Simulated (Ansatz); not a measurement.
**BF₂GaH₂ (SMILES F[B](F)[GaH2]): functionals against CCSD(T) at one geometry**

How do the functionals fare away from a minimum? The structure is a structure displaced at random from a GFN2-xTB minimum.

Method: single points in def2-TZVPP; program: Ansatz 0.2.0, Gaussian basis.

Correlated methods freeze the cores. Filled d shells of the heavier atoms are correlated.

## 1. Where the work starts

SMILES `F[B](F)[GaH2]`, 6 atoms, charge 0, spin multiplicity 1.

Atoms are counted from 1 here; the program's logs count them from 0.

Bond lengths: F1–B2 1.336 Å, B2–F3 1.314 Å, B2–Ga4 2.070 Å, Ga4–H5 1.612 Å, Ga4–H6 1.601 Å. Angles: F1–B2–F3 112.7°, F1–B2–Ga4 124.0°, F3–B2–Ga4 123.1°, B2–Ga4–H5 126.5°, B2–Ga4–H6 124.0°, H5–Ga4–H6 109.4°.

Geometry (Å):

```csv
atom,x (Å),y (Å),z (Å)
F1,1.27050,-1.73190,-0.17980
B2,0.30300,-0.98860,0.36410
F3,-0.33740,-1.61470,1.32610
Ga4,-0.24620,0.88370,-0.32790
H5,0.45810,1.71110,-1.51810
H6,-1.43370,1.75730,0.29750
```

## 2. CCSD(T)/def2-TZVPP

Input file run/in.yaml:

```yaml
crystal:
  periodic: [false, false, false]
  atoms:
    - {symbol: F, position_ang: [1.270500, -1.731900, -0.179800]}
    - {symbol: B, position_ang: [0.303000, -0.988600, 0.364100]}
    - {symbol: F, position_ang: [-0.337400, -1.614700, 1.326100]}
    - {symbol: Ga, position_ang: [-0.246200, 0.883700, -0.327900]}
    - {symbol: H, position_ang: [0.458100, 1.711100, -1.518100]}
    - {symbol: H, position_ang: [-1.433700, 1.757300, 0.297500]}
basis:
  gaussian: {orbitals: def2-TZVPP}
correlation: {method: ccsd_t}
output: {forces: true}
```

No record of the launch command was kept for these runs.

## 3. PBE0-D4/def2-TZVPP

Changes to run/in.yaml since step 2:

```diff
@@ -11,3 +11,3 @@
   gaussian: {orbitals: def2-TZVPP}
-correlation: {method: ccsd_t}
-output: {forces: true}
+hamiltonian: {xc: pbe0, dispersion: d4}
+output: {forces: true, orbitals: {seedname: orbitals}}
```

## 4. wB97M-V/def2-TZVPP

Changes to run/in.yaml since step 3:

```diff
@@ -11,3 +11,3 @@
   gaussian: {orbitals: def2-TZVPP}
-hamiltonian: {xc: pbe0, dispersion: d4}
-output: {forces: true, orbitals: {seedname: orbitals}}
+hamiltonian: {xc: {name: wB97M-V}}
+output: {forces: true}
```

## 5. r2SCAN-D4/def2-TZVPP

Changes to run/in.yaml since step 4:

```diff
@@ -11,3 +11,3 @@
   gaussian: {orbitals: def2-TZVPP}
-hamiltonian: {xc: {name: wB97M-V}}
+hamiltonian: {xc: r2scan, dispersion: d4}
 output: {forces: true}
```

## 6. PBE-D4/def2-TZVPP

Changes to run/in.yaml since step 5:

```diff
@@ -11,3 +11,3 @@
   gaussian: {orbitals: def2-TZVPP}
-hamiltonian: {xc: r2scan, dispersion: d4}
+hamiltonian: {xc: pbe, dispersion: d4}
 output: {forces: true}
```

## 7. revPBE-D4/def2-TZVPP

Changes to run/in.yaml since step 6:

```diff
@@ -11,3 +11,3 @@
   gaussian: {orbitals: def2-TZVPP}
-hamiltonian: {xc: pbe, dispersion: d4}
+hamiltonian: {xc: {name: revPBE}, dispersion: d4}
 output: {forces: true}
```

## 8. BLYP-D4/def2-TZVPP

Changes to run/in.yaml since step 7:

```diff
@@ -11,3 +11,3 @@
   gaussian: {orbitals: def2-TZVPP}
-hamiltonian: {xc: {name: revPBE}, dispersion: d4}
+hamiltonian: {xc: {name: BLYP}, dispersion: d4}
 output: {forces: true}
```

(Steps that only read results are left out.)

Before running it: what results should come out? Wanted: energy less free atoms, CCSD(T)/def2-TZVPP; RMS force component; RMS force error; HOMO and LUMO, PBE0-D4; T1 diagnostic.

The runs gave:

| quantity | value |
| --- | --- |
| energy less free atoms, CCSD(T)/def2-TZVPP | -478.3 kcal/mol |
| RMS force component | 0.501 to 0.564 eV/Å over the methods |
| RMS force error | PBE0-D4 0.107, wB97M-V 0.035, r2SCAN-D4 0.037, PBE-D4 0.186, revPBE-D4 0.271, BLYP-D4 0.234 eV/Å |
| HOMO and LUMO, PBE0-D4 | -8.41 and -2.82 eV |
| T1 diagnostic | 0.014 |

Against CCSD(T) the functionals' energies less atoms differ by -16.7 to -0.9 kcal/mol, PBE-D4 by -16.7 kcal/mol. A larger basis would deepen the CCSD(T) value, while the functionals are nearly converged already, so the order here is not reliable. The forces of wB97M-V come nearest to CCSD(T), those of revPBE-D4 are farthest. Frozen-core CCSD(T) forces in triple zeta carry basis errors of their own, and this is one geometry, so small gaps rank nothing.
